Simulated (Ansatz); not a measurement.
**singlet [SiNH4O2]+ at 6 levels**

Aim: a comparison of 6 runs (B3LYP/cc-pVDZ, HSE06/cc-pVDZ, PBE/cc-pVDZ, PBE0/cc-pVDZ, RPA@PBE0/cc-pVDZ, BCCD(T)/cc-pVDZ) of singlet [SiNH4O2]+. 

Program for the calculation: Ansatz 0.2.0.

68 further runs of the same task are left out: 68 set aside as unsound or not needed.

## 1. The system as given

[SiNH4O2]+ has 8 atoms, charge +1, and is taken as a singlet. As SMILES of the parent species, `N[Si](O)O`. Geometry: relaxed at PBE0-D4/def2-TZVP. This is one conformer, not always the lowest. That shape belongs to the parent species and isn't relaxed for this state.

Bond lengths: N1–Si2 1.700 Å, Si2–O3 1.651 Å, Si2–O4 1.651 Å, N1–H5 1.006 Å, N1–H6 1.006 Å, O3–H7 0.958 Å, O4–H8 0.958 Å. Angles: N1–Si2–O3 104.3°, N1–Si2–O4 104.3°, O3–Si2–O4 116.1°, Si2–N1–H5 120.9°, Si2–N1–H6 120.9°, Si2–O3–H7 115.7°, Si2–O4–H8 115.7°, H5–N1–H6 112.9°.

## 2. The energy at B3LYP/cc-pVDZ (run 1)

The input, molecule.yaml:

```yaml
crystal:
  periodic: [false, false, false]
  atoms:
    - symbol: N
      position_ang: [-0.498000, 1.267000, 0.129300]
    - symbol: Si
      position_ang: [0.096000, -0.243600, -0.376000]
    - symbol: O
      position_ang: [1.641600, -0.288300, 0.202600]
    - symbol: O
      position_ang: [-0.956500, -1.334700, 0.277900]
    - symbol: H
      position_ang: [0.071200, 2.094000, 0.065100]
    - symbol: H
      position_ang: [-1.483600, 1.467400, 0.110500]
    - symbol: H
      position_ang: [2.250900, -0.848000, -0.280900]
    - symbol: H
      position_ang: [-1.029400, -2.171000, -0.184200]
basis:
  gaussian:
    orbitals: cc-pVDZ
total_charge: 1
hamiltonian:
  xc: {name: B3LYP}
accuracy: high
output: {orbitals: {seedname: orbitals}}
```

The run is started by

```
$ ansatz run molecule.yaml --threads 1 --pin off --max-ram 3480MiB --events-out events.jsonl --progress --plain --runs-dir runs
```

What it wrote:

```text
Warning: RAYON_NUM_THREADS=1 ignored (pool sized by the plan → 1); use --threads N
Functional definition: B3LYP
  name "B3LYP"
  parameter a0 = 0.2
  parameter ax = 0.72
  parameter ac = 0.81
  exchange = (1 - a0 - ax)*slater_x + ax*b88_x + a0*exact_x
  correlation = (1 - ac)*vwn_rpa_c + ac*lyp_c
1809 factors; integrals over basis functions are off by at most 3.9e-9 eV
mean field evaluation 1: about -13495.7497 eV, gradient 1.2e2 eV
mean field evaluation 2: about -13430.8387 eV, gradient 2.0e2 eV
mean field evaluation 4: about -13520.0767 eV, gradient 2.3e1 eV
mean field evaluation 8: about -13521.5560 eV, gradient 1.1e0 eV
mean field evaluation 16: about -13521.5594 eV, gradient 3.0e-4 eV
mean field -13521.55935588 eV, -496.9081410864 hartree, gradient 1.5e-8 eV, S^2 0.000000; 0 other end points of the search recorded, 0 dependent functions left out
reference -13521.55939136 eV, -496.9081423904 hartree; 20, 20 occupied and 60, 60 virtual orbitals, 1809 factors
Total energy: -13521.55939136 eV, -496.9081423904 hartree
```

Wall time 6.9 s (1 thread of Arm Neoverse V1, shared host); peak memory 0.25 GiB.

## 3. A single-point energy at HSE06/cc-pVDZ (run 2)

The input, input.yaml:

```yaml
crystal:
  periodic: [false, false, false]
  atoms:
    - symbol: N
      position_ang: [-0.498000, 1.267000, 0.129300]
    - symbol: Si
      position_ang: [0.096000, -0.243600, -0.376000]
    - symbol: O
      position_ang: [1.641600, -0.288300, 0.202600]
    - symbol: O
      position_ang: [-0.956500, -1.334700, 0.277900]
    - symbol: H
      position_ang: [0.071200, 2.094000, 0.065100]
    - symbol: H
      position_ang: [-1.483600, 1.467400, 0.110500]
    - symbol: H
      position_ang: [2.250900, -0.848000, -0.280900]
    - symbol: H
      position_ang: [-1.029400, -2.171000, -0.184200]
basis:
  gaussian:
    orbitals: cc-pVDZ
total_charge: 1
hamiltonian:
  xc: hse06
accuracy: high
output:
  orbitals: {seedname: orbitals}
```

The run is started by

```
$ ansatz run input.yaml --threads 1 --pin off --max-ram 3480MiB --events-out events.jsonl --progress --plain --runs-dir runs
```

What it wrote:

```text
Warning: RAYON_NUM_THREADS=1 ignored (pool sized by the plan → 1); use --threads N
Functional definition: HSE06
  name "HSE06"
  parameter a = 0.25
  parameter omega = 0.11/bohr
  exchange = pbe_x - a*pbe_x_sr(omega) + a*exact_x_sr(omega)
  correlation = pbe_c
1809 factors; integrals over basis functions are off by at most 3.9e-9 eV
88 factors; integrals over basis functions are off by at most 1.7e-9 eV
mean field evaluation 1: about -13488.0694 eV, gradient 1.1e2 eV
mean field evaluation 2: about -13430.7445 eV, gradient 1.9e2 eV
mean field evaluation 4: about -13509.7658 eV, gradient 2.3e1 eV
mean field evaluation 8: about -13511.2939 eV, gradient 1.1e0 eV
mean field evaluation 16: about -13511.2972 eV, gradient 1.3e-4 eV
mean field -13511.29718396 eV, -496.5310132245 hartree, gradient 1.2e-8 eV, S^2 0.000000; 0 other end points of the search recorded, 0 dependent functions left out
reference -13511.29718713 eV, -496.5310133410 hartree; 20, 20 occupied and 60, 60 virtual orbitals, 1809 factors
Total energy: -13511.29718713 eV, -496.5310133410 hartree
```

Wall time 7.2 s (1 thread of Arm Neoverse V1, shared host); peak memory 0.25 GiB.

Runs 3 to 5 aren't shown in full; the table further down has their settings and results.

## 4. A single-point energy at BCCD(T)/cc-pVDZ (run 6)

The input, molecule.yaml:

```yaml
crystal:
  periodic: [false, false, false]
  atoms:
    - {symbol: N, position_ang: [-0.498000, 1.267000, 0.129300]}
    - {symbol: Si, position_ang: [0.096000, -0.243600, -0.376000]}
    - {symbol: O, position_ang: [1.641600, -0.288300, 0.202600]}
    - {symbol: O, position_ang: [-0.956500, -1.334700, 0.277900]}
    - {symbol: H, position_ang: [0.071200, 2.094000, 0.065100]}
    - {symbol: H, position_ang: [-1.483600, 1.467400, 0.110500]}
    - {symbol: H, position_ang: [2.250900, -0.848000, -0.280900]}
    - {symbol: H, position_ang: [-1.029400, -2.171000, -0.184200]}
basis:
  gaussian: {orbitals: cc-pVDZ}
total_charge: 1
magnetization: {spin_polarized: false}
correlation: {method: bccd_t, frozen_orbitals: {H: 0, "N": 1, O: 1, Si: 5}}
accuracy: high
scf: {omitted_lower_state_checks: [cluster_reference, increment]}
```

The run is started by

```
$ ansatz run molecule.yaml --threads 1 --pin off --max-ram 3480MiB --events-out events.jsonl --progress --plain --runs-dir runs
```

What it wrote (excerpt; [...] marks lines left out):

```text
Warning: RAYON_NUM_THREADS=1 ignored (pool sized by the plan → 1); use --threads N
Functional definition: HF
  name "HF"
[...]
1809 factors; integrals over basis functions are off by at most 3.9e-9 eV
[...]
mean field -13476.23197182 eV, -495.2423904464 hartree, gradient 2.3e-8 eV, S^2 0.000000; 0 other end points of the search recorded, 0 dependent functions left out
8 core orbitals not correlated: weight in the atoms' cores, before any rotation towards them, 1.000 or more for the frozen orbitals, at most 0.000 for the correlated occupied ones
reference -13476.23197182 eV, -495.2423904464 hartree; 12, 12 occupied and 60, 60 virtual orbitals, 1809 factors
second order -17.46639701 eV of doubles, -0.00000000 eV of singles
cycle   1  -17.40317007 eV  change    6.3e-2 eV  update   1.2e-1
[...]
cycle  24  -17.94071655 eV  change    1.2e-9 eV  update   1.8e-9
perturbative correction -0.57554395 eV, -0.0211508500 hartree
Total energy: -13494.74823232 eV, -495.9228504690 hartree
Checks for a lower state left out: cluster_reference, increment
```

It took 19 s on 1 thread of Arm Neoverse V1, shared host; peak memory 0.54 GiB.

## 5. Overview of the runs

```tsv
run	level	frozen core orbitals	energy (Eh)	HOMO energy (eV)	LUMO energy (eV)	HOMO–LUMO gap (eV)	wall time
1	B3LYP/cc-pVDZ	–	-496.908142	-13.99	-9.79	4.19	6.9 s
2	HSE06/cc-pVDZ	–	-496.531013	-13.86	-9.97	3.89	7.2 s
3	PBE/cc-pVDZ	–	-496.523322	-12.89	-10.29	2.61	5.7 s
4	PBE0/cc-pVDZ	–	-496.546003	-14.27	-9.60	4.67	6.3 s
5	RPA@PBE0/cc-pVDZ	8	-496.107989	–	–	–	11 s
6	BCCD(T)/cc-pVDZ	8	-495.922850	–	–	–	19 s
```

## 6. Outcome

| quantity | value |
| --- | --- |
| run 6: total energy | -495.92285 Eh |
| run 6: correlation energy (8 core orbitals frozen) | -680.5 mEh |
| run 6: (T) correction | -21.15 mEh |

**Reading.** Over runs 1, 2, 3, 4 the HOMO–LUMO gap runs from 2.61 eV (PBE/cc-pVDZ) to 4.67 eV (PBE0/cc-pVDZ). Totals of different functionals can't be ranked against each other. All runs together took 57 s, the longest 19 s.
